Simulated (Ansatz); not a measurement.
# ClH7OSi3: the cost of one run

Program: Ansatz 0.2.0 through its Python package. The levels of theory stand in the script. These are calculated values, not measurements.

**1. The structure**

Bond lengths: Si1–O2 1.662 Å, O2–Si3 1.627 Å, Si3–Si4 2.394 Å, Si3–Cl5 2.043 Å, Si1–H6 1.468 Å, Si1–H7 1.440 Å, Si1–H8 1.512 Å, Si3–H9 1.535 Å, Si4–H10 1.444 Å, Si4–H11 1.513 Å, Si4–H12 1.460 Å. Angles (14 of 19 angles, heavy atoms first): Si1–O2–Si3 137.1°, O2–Si3–Si4 113.8°, O2–Si3–Cl5 106.7°, Si4–Si3–Cl5 109.1°, O2–Si1–H6 108.6°, O2–Si1–H7 109.9°, O2–Si1–H8 105.5°, O2–Si3–H9 111.2°, Si4–Si3–H9 109.5°, Cl5–Si3–H9 106.3°, Si3–Si4–H10 111.0°, Si3–Si4–H11 105.7°, Si3–Si4–H12 109.1°, H6–Si1–H7 113.1°.

No structure file is read: the coordinates are typed or built in the script.

**2. The script**

Contents of methods.py:

```python
"""One geometry of ClH7OSi3, method by method."""

from pathlib import Path

import ansatz as az
import numpy as np

GEOMETRY = """
Si   -1.98640   -0.92810   -0.44890
O    -1.18980    0.51540   -0.24000
Si    0.10730    1.05410    0.58200
Si    2.16010    0.00190   -0.05730
Cl    0.24220    3.05940    0.21500
H    -2.52210   -1.35800    0.84860
H    -1.10040   -1.89550   -1.04310
H    -3.13700   -0.62380   -1.38100
H    -0.09560    0.90610    2.09600
H     3.26670    0.51500    0.71530
H     1.97660   -1.46930    0.24240
H     2.35570    0.16760   -1.49500
"""


def main() -> None:
    molecule = az.Crystal.molecule()
    for line in GEOMETRY.strip().splitlines():
        symbol, *xyz = line.split()
        molecule = molecule.atom(symbol, [float(v) for v in xyz])

    setup = (
        molecule.calculation()
        .basis(gaussian="def2-SVP")
        .scf(lower_state_search="light")
    )

    print("functional    E (Ha)        dipole (D)   HOMO (eV)  LUMO (eV)")
    for name in ["cam_b3lyp", "pbe", "b3lyp", "r2scan0", "hf"]:
        r = setup.functional(name).forces().orbitals().run(threads=1, runs_dir="runs").report
        lines = Path(r["orbitals_path"]).read_text().splitlines()
        field_of = lambda key: [line.split("=")[1].strip() for line in lines if line.startswith(key)]
        orbitals = [(27.211386 * float(e), s, float(n)) for e, s, n in zip(field_of("Ene="), field_of("Spin="), field_of("Occup="))]
        homo = max(e for e, _, n in orbitals if n > 0.5)
        lumo = min(e for e, _, n in orbitals if n < 0.5)
        dipole = 4.803205 * np.linalg.norm(r["charge_distribution"]["dipole_moment_e_ang"])
        print(f"{name:10s} {r['free_energy_ev'] / 27.211386246:14.6f} {dipole:9.3f} {homo:11.3f} {lumo:10.3f}")


if __name__ == "__main__":
    main()
```

**3. Running it**

Launch:

```sh
$ python methods.py
```

What time and memory should one allow on 1 thread of Arm Neoverse V1, shared host?

About 40 s, with a peak of 0.41 GiB.
